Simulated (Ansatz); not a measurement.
# Cl3HSn: the cost of one run

All numbers below are computed with Ansatz 0.2.0 (RHF/def2-SVP).

## (1) The system as given

Bond lengths: Sn1–Cl2 2.610 Å, Sn1–H3 1.940 Å, Sn1–Cl4 2.408 Å, Sn1–Cl5 2.408 Å. Angles: Cl2–Sn1–H3 45.6°, Cl2–Sn1–Cl4 123.0°, Cl2–Sn1–Cl5 123.0°, H3–Sn1–Cl4 121.2°, H3–Sn1–Cl5 121.2°, Cl4–Sn1–Cl5 109.5°.

Structure file:

```xyz
5

Sn    0.0000    0.0000    0.0000
Cl    1.5152    0.0000    2.1251
H     1.9164    0.0000    0.3021
Cl   -1.1351    1.9666   -0.8025
Cl   -1.1351   -1.9666   -0.8025
```

## (2) A restrained relaxation towards end A

Springs on the bonds that form and break draw the guess towards this end; the thresholds are loose.

Contents of input.yaml:

```yaml
crystal:
  periodic: [false, false, false]
  atoms:
    - { symbol: Sn, position_ang: [0.0, 0.0, 0.0] }
    - { symbol: Cl, position_ang: [1.5152, 0.0, 2.1251] }
    - { symbol: H, position_ang: [1.9164, 0.0, 0.3021] }
    - { symbol: Cl, position_ang: [-1.1351, 1.9666, -0.8025] }
    - { symbol: Cl, position_ang: [-1.1351, -1.9666, -0.8025] }
basis:
  gaussian: { orbitals: def2-SVP }
hamiltonian:
  xc: hf
relax:
  f_tol: 0.15
  max_steps: 25
  restrain:
    - { distance: [1, 2], at: 2.57, k: 30.0 }
    - { distance: [0, 1], at: 2.41, k: 30.0 }
    - { distance: [0, 2], at: 1.74, k: 30.0 }
output:
  orbitals: {}
```

Run with:

```
$ ansatz run input.yaml --threads 1 --pin off --max-ram 2048MiB --backend cpu --events-out ev --progress --plain --runs-dir out
```

What time and memory should one allow on 1 thread of Arm Neoverse V1, shared host?

About 17 s, with a peak of 0.18 GiB.
